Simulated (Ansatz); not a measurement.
The system is NbTe.

```
Te Nb
1.0
     3.70297    0.00000    0.00000
    -1.85149    3.20687    0.00000
     0.00000    0.00000    3.69421
Te Nb
1 1
Cartesian
  1.8515 1.0690 0.0000
  0.0000 0.0000 1.8471
```

The cell comes from a database or a generator and needn't be the stable form of this composition.

Base run:

| Quantity | Value |
| --- | --- |
| Program | Ansatz 0.2.0 |
| Functional | PBE |
| Potentials or basis | all-electron LAPW, scalar-relativistic |
| Cutoff | 233 eV |
| Density cutoff | 934 eV |
| Basis error allowed | 0.001 eV/atom |
| k mesh | 8 × 8 × 7 |
| Occupations | fermi-dirac, width 0.05 eV |
| Spin | no spin polarisation |

Its results: band gap on the k mesh none (metal or under the smearing width); pressure -0.6 GPa.

Task: The run is repeated on the same cell with these changes: functional from PBE to PBEsol. What comes out?

Result: Band gap on the k mesh none (metal or under the smearing width); pressure -5.2 GPa.

PBEsol binds more tightly than PBE, so the same cell stands under less pressure.

Not every run made on this cell is shown here.
